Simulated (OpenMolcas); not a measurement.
# triplet GaBr: levels of theory compared

Wanted: a comparison of 6 runs (UHF/3-21G, U-r2SCAN/aug-cc-pVTZ, UB3LYP/aug-cc-pVTZ, UM06-2X/aug-cc-pVTZ, UPBE/aug-cc-pVTZ, UTPSS/aug-cc-pVTZ) of triplet GaBr. 

Program for the calculation: OpenMolcas 26.06.

**1. The structure to begin with**

GaBr has 2 atoms, charge 0, and is taken as a triplet. As SMILES of the parent species, `[Ga][Br]`. Geometry: relaxed at PBE0-D4/def2-TZVP. That shape belongs to the parent species and isn't relaxed for this state.

Bond lengths: Ga1–Br2 2.374 Å.

**2. A single-point energy at UHF/3-21G (run 1)**

Contents of test.inp:

```
&gateway
  baslib=$CurrDir
  coord
  2
  bohr
  Ga     0.00000000     0.00000000     0.02613491
  Br     0.00000000     0.00000000     4.51289275
  basis=3-21G
  group=NoSym

&seward

&scf
  uhf
  spin=3
  thresholds=1e-10 1e-07 1e-07 1e-05
  prorbitals=1
```

The basis set 3-21G is read from a file made from the Basis Set Exchange's data (not shown).

Run with:

```console
$ export MOLCAS_MEM=1860
$ pymolcas test.inp > test.log
```

Log:

```text
--- Start Module: gateway ---
[...]
--- Stop Module: gateway /rc=_RC_ALL_IS_WELL_ ---
--- Start Module: seward ---
[...]
      Basis functions           44
--- Stop Module: seward /rc=_RC_ALL_IS_WELL_ ---
--- Start Module: scf ---
[...]
       Convergence after  22 Iterations
[...]
::    Total SCF energy                              -4473.8498382355
[...]
      Total spin, S                                     1.0019289296
[...]
      Total electronic charge=   66.000000
      Total            charge=   -0.000000
[...]
      Dipole Moment (debye):
      Origin of the operator (angstrom)=    0.0000    0.0000    1.2812
                   X= -5.3568E-15               Y= -6.2656E-15               Z= -3.0900E+00           Total=  3.0900E+00
      Quadrupole Moment (debye*angstrom):
[...]
--- Stop Module: scf /rc=_RC_ALL_IS_WELL_ ---
[...]
```

It took 2.1 s on 1 thread of Arm Neoverse V2, shared host; peak memory 0.38 GiB.

**3. A single-point energy at U-r2SCAN/aug-cc-pVTZ (run 2)**

Contents of test.input:

```
&GATEWAY
  BASLIB=$CurrDir
  COORD
  2
  angstrom
  Ga       0.000000       0.000000       0.013830
  Br       0.000000       0.000000       2.388120
  BASIS=aug-cc-pVTZ
  GROUP=NoSym

&SEWARD
  GRIDINPUT
  Grid=UltraFine
  End of Grid

&SCF
  UHF
  SPIN=3
  KSDFT=2
  1.0 MGGA_X_R2SCAN
  1.0 MGGA_C_R2SCAN
  THRESHOLDS=1e-10 1e-07 1e-07 1e-05
  PRORBITALS=0
```

The basis set aug-cc-pVTZ is read from a file made from the Basis Set Exchange's data (not shown).

Run with:

```console
$ export MOLCAS_MEM=1860
$ pymolcas test.input > test.log
```

Log:

```text
--- Start Module: gateway ---
[...]
--- Stop Module: gateway /rc=_RC_ALL_IS_WELL_ ---
--- Start Module: seward ---
[...]
      Basis functions          118
--- Stop Module: seward /rc=_RC_ALL_IS_WELL_ ---
[...]
--- Start Module: scf ---
[...]
       Convergence after 117 Iterations
[...]
::    Total KS-DFT energy                           -4499.0099126859
[...]
      Total spin, S                                     1.0018753326
[...]
      Total electronic charge=   66.000000
      Total            charge=   -0.000000
[...]
      Dipole Moment (debye):
      Origin of the operator (angstrom)=    0.0000    0.0000    1.2812
                   X=  1.7532E-11               Y= -9.5048E-11               Z= -1.4596E+00           Total=  1.4596E+00
      Quadrupole Moment (debye*angstrom):
[...]
--- Stop Module: scf /rc=_RC_ALL_IS_WELL_ ---
[...]
```

Run time: 5.8 min. Hardware: 1 thread of Arm Neoverse V2, shared host; peak memory 0.74 GiB.

Runs 3 to 5 aren't shown in full; the table further down has their settings and results.

**4. A single-point energy at UTPSS/aug-cc-pVTZ (run 6)**

Contents of test.inp:

```
>>> EXPORT MOLCAS_PRINT=2

&gateway
 baslib
 $CurrDir
 coord
 2
 angstrom
 Ga       0.000000       0.000000       0.013830
 Br       0.000000       0.000000       2.388120
 basis
 aug-cc-pVTZ
 group
 NoSym

&seward
 gridinput
 Grid=UltraFine
 End of Grid

&scf
 uhf
 spin
 3
 ksdft
 2
 1.0 MGGA_X_TPSS
 1.0 MGGA_C_TPSS
 thresholds
 1e-10 1e-07 1e-07 1e-05
 prorbitals
 1 2
```

The basis set aug-cc-pVTZ is read from a file made from the Basis Set Exchange's data (not shown).

Run with:

```console
$ export MOLCAS_MEM=1860
$ pymolcas test.inp > test.log
```

Log:

```text
--- Start Module: gateway ---
[...]
--- Stop Module: gateway /rc=_RC_ALL_IS_WELL_ ---
--- Start Module: seward ---
[...]
      Basis functions          118
--- Stop Module: seward /rc=_RC_ALL_IS_WELL_ ---
[...]
--- Start Module: scf ---
[...]
       Convergence after  21 Iterations
[...]
::    Total KS-DFT energy                           -4498.9361395095
[...]
      Total spin, S                                     1.0012481939
[...]
      Total electronic charge=   66.000000
      Total            charge=   -0.000000
[...]
      Dipole Moment (debye):
      Origin of the operator (angstrom)=    0.0000    0.0000    1.2812
                   X= -1.1004E-14               Y= -8.5868E-15               Z= -1.2781E+00           Total=  1.2781E+00
      Quadrupole Moment (debye*angstrom):
[...]
--- Stop Module: scf /rc=_RC_ALL_IS_WELL_ ---
[...]
```

It took 65 s on 1 thread of Arm Neoverse V2, shared host; peak memory 0.74 GiB.

**5. Overview of the runs**

```
run                 level  integration grid   energy (Eh)  dipole moment (D)  HOMO energy (eV)   ⟨S²⟩  wall time
  1             UHF/3-21G                 –  -4473.849838               3.09             -6.39  2.006      2.1 s
  2  U-r2SCAN/aug-cc-pVTZ         UltraFine  -4499.009913               1.46             -3.63  2.006    5.8 min
  3    UB3LYP/aug-cc-pVTZ         UltraFine  -4499.113679               1.24             -3.94  2.004       53 s
  4   UM06-2X/aug-cc-pVTZ         UltraFine  -4499.075714               1.61             -5.00  2.005    6.7 min
  5      UPBE/aug-cc-pVTZ         UltraFine  -4498.357579               1.07             -3.31  2.003       48 s
  6     UTPSS/aug-cc-pVTZ         UltraFine  -4498.936140               1.28             -3.42  2.004       65 s
```

**6. Outcome**

```
                                 quantity           value
                      run 6: total energy  -4498.93614 Eh
                     run 6: dipole moment          1.28 D
run 6: HOMO energy (highest over α and β)        -3.42 eV
                              run 6: ⟨S²⟩           2.004
```

The dipole moment (its size) runs from 1.07 D (UPBE/aug-cc-pVTZ) to 3.09 D (UHF/3-21G). The two ends differ in method and basis. Totals of different functionals can't be ranked against each other. All runs together took 15 min, the longest 6.7 min.
